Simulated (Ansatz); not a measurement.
# C6H4F radical: energies up the ladder

The task, for C6H4F radical: energies up the ladder. Spin multiplicity 2.

Method: the levels named in each step, in Ansatz 0.2.0.

## Step 1: The starting structure

Bond lengths: F1–C2 1.411 Å, C2–C3 1.399 Å, C3–C4 1.414 Å, C4–C5 1.387 Å, C5–C6 1.386 Å, C2–C7 1.383 Å, C6–C7 1.386 Å, C4–H8 1.096 Å, C5–H9 1.092 Å, C6–H10 1.089 Å, C7–H11 1.088 Å. Angles (14 of 16 angles, heavy atoms first): F1–C2–C3 117.3°, F1–C2–C7 114.1°, C3–C2–C7 128.6°, C2–C3–C4 109.4°, C3–C4–C5 125.7°, C4–C5–C6 120.0°, C5–C6–C7 118.6°, C2–C7–C6 117.8°, C3–C4–H8 117.5°, C5–C4–H8 116.9°, C4–C5–H9 120.9°, C6–C5–H9 119.2°, C5–C6–H10 120.9°, C7–C6–H10 120.4°.

Coordinates:

```xyz
11

F     2.0832   -0.7682    0.0191
C     0.7403   -0.3357    0.0074
C    -0.2516   -1.3223   -0.0008
C    -1.5249   -0.7080   -0.0144
C    -1.7634    0.6584   -0.0187
C    -0.6995    1.5472   -0.0064
C     0.5900    1.0389    0.0066
H    -2.4025   -1.3637   -0.0229
H    -2.7832    1.0493   -0.0315
H    -0.8686    2.6231   -0.0068
H     1.4526    1.7022    0.0158
```

## Step 2: A rough first relaxation, PBE-D4/def2-SVPD

The input, input.yaml:

```yaml
crystal:
  periodic: [false, false, false]
  atoms:
    - { symbol: F, position_ang: [2.08322, -0.7682, 0.01908] }
    - { symbol: C, position_ang: [0.74033, -0.33568, 0.0074] }
    - { symbol: C, position_ang: [-0.25162, -1.32231, -0.00085] }
    - { symbol: C, position_ang: [-1.5249, -0.70799, -0.01443] }
    - { symbol: C, position_ang: [-1.76336, 0.6584, -0.01869] }
    - { symbol: C, position_ang: [-0.69949, 1.54724, -0.00644] }
    - { symbol: C, position_ang: [0.58999, 1.03888, 0.00664] }
    - { symbol: H, position_ang: [-2.40246, -1.36372, -0.02292] }
    - { symbol: H, position_ang: [-2.78317, 1.04926, -0.03147] }
    - { symbol: H, position_ang: [-0.86855, 2.62309, -0.00681] }
    - { symbol: H, position_ang: [1.45262, 1.70224, 0.01578] }
magnetization:
  spin_polarized: true
  initial_magnetization: 1
basis:
  gaussian: { orbitals: def2-SVPD }
hamiltonian:
  xc: pbe
  dispersion: d4
relax:
  f_tol: 0.03
  max_steps: 200
```

On the command line:

```
$ ansatz run input.yaml --threads 4 --pin off --max-ram 10240MiB --backend cpu --events-out ev --progress --plain --runs-dir out
```

The runs that follow: Relaxation, PBE0-D4/def2-TZVPPD; Frequencies, PBE0-D4/def2-TZVPPD; Single point, PBE-D4/def2-TZVPPD; Single point, r2SCAN-D4/def2-TZVPPD; Single point, B3LYP-D4/def2-TZVPPD; Single point, wB97M-V/def2-TZVPPD; Single point, B2PLYP/def2-TZVPPD; Single point, LDA/def2-TZVPPD; Single point, PBE0-D4/def2-SVPD; Single point, PBE-D4/def2-SVPD.

Q: Predict the outcome of this session. Wanted: F1–C2 at PBE0-D4/def2-TZVPPD; C2–C3 at PBE0-D4/def2-TZVPPD; C2–C7 at PBE0-D4/def2-TZVPPD; frequencies at PBE0-D4/def2-TZVPPD; energy at PBE-D4/def2-SVPD.

The runs gave:

```
                          quantity             value
      F1–C2 at PBE0-D4/def2-TZVPPD           1.335 Å
      C2–C3 at PBE0-D4/def2-TZVPPD           1.368 Å
      C2–C7 at PBE0-D4/def2-TZVPPD           1.386 Å
frequencies at PBE0-D4/def2-TZVPPD  233 to 3219 cm⁻¹
        energy at PBE-D4/def2-SVPD      -8984.994 eV
```

**Reading.** No mode is imaginary, so the geometry is a minimum. These totals serve in differences with atoms or fragments at the same level; alone they don't rank the methods.
